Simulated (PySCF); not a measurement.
# NbO: bond curves at several levels of theory

One table from this session's results is given with a row withheld; the runs are named, their logs left out.

Method: Nb def2-TZVPP with ECP28, O def2-TZVPP, scalar-relativistic core potentials; program: PySCF 2.14.0.

Set-up of the first run:

Settings of the job:

* atoms: Nb, O
* charge: 0
* basis: Nb def2-TZVPP with ECP28, O def2-TZVPP
* Hamiltonian: scalar-relativistic core potentials
* basis functions: 87
* electrons treated: 21
* masses in u: 92.9064, 15.9949
* levels: PBE0, PBE, r²SCAN, LDA, BHandHLYP, BLYP, BP86, ωB97X-V, HF, MP2, SCS-MP2
* grid: 80 radial by 434 angular points
* occupations: held fixed by the projection of orbital angular momentum
* dissociation limit: Nb + O, each in its ground configuration
* starting distance in angstrom: 1.960
* values of 2S to try: 1, 3, 5, 7, 9

Launch:

```bash
> OMP_NUM_THREADS=1 python dia.py task.json out
```

Steps of the session up to this table: Set-up; First curve: PBE0; Higher solutions at PBE0; PBE (GGA); r²SCAN (meta-GGA); LDA; BHandHLYP (global hybrid GGA); BLYP; BP86; ωB97X-V (range-separated hybrid); ROHF (mean field).

One table of the session follows, with a row left open; its other results are not shown here.

It belongs to the step «The curves together». Energy (eV) from each level's lowest point:

| R (Å) | ROHF | ROHF-MP2 | ROHF-SCS-MP2 | LDA | PBE |
| --- | --- | --- | --- | --- | --- |
| 1.440 | 1.961 | 2.405 | 2.405 | 2.179 | 2.376 |
| 1.507 | 0.840 | 1.139 | 1.142 | 0.988 | 1.127 |
| 1.574 | ? | ? | ? | ? | ? |
| 1.624 | 0.026 | 0.113 | 0.114 | 0.072 | 0.113 |
| 1.674 | 0.000 | 0.000 | 0.000 | 0.000 | 0.000 |
| 1.724 | 0.114 | 0.025 | 0.024 | 0.063 | 0.023 |
| 1.791 | 0.432 | 0.220 | 0.220 | 0.304 | 0.212 |
| 1.875 | 1.020 | 0.645 | 0.646 | 0.777 | 0.623 |
| 1.975 | 1.890 | 1.319 | 1.322 | 1.489 | 1.265 |
| 2.109 | 3.150 | 2.400 | 2.386 | 2.524 | 2.212 |

Q: Estimate the row for R (Å) = 1.574 from the others.

Worked estimate for «ROHF». A straight line through the neighbours (1.507, 0.840) and (1.624, 0.026) gives 0.840 + (0.026 − 0.840) × (1.574 − 1.507) / (1.624 − 1.507) = 0.374; a parabola fitted to 4 rows on both sides gives 0.208.

The run gave: ROHF: 0.227; ROHF-MP2: 0.401; ROHF-SCS-MP2: 0.403; LDA: 0.316; PBE: 0.399. In «ROHF» the line misses by +0.147 and the parabola by -0.019.

Caveats from the session: The state is the lowest single determinant that the PBE0 search found; with open d or f shells the true ground state can be another one.
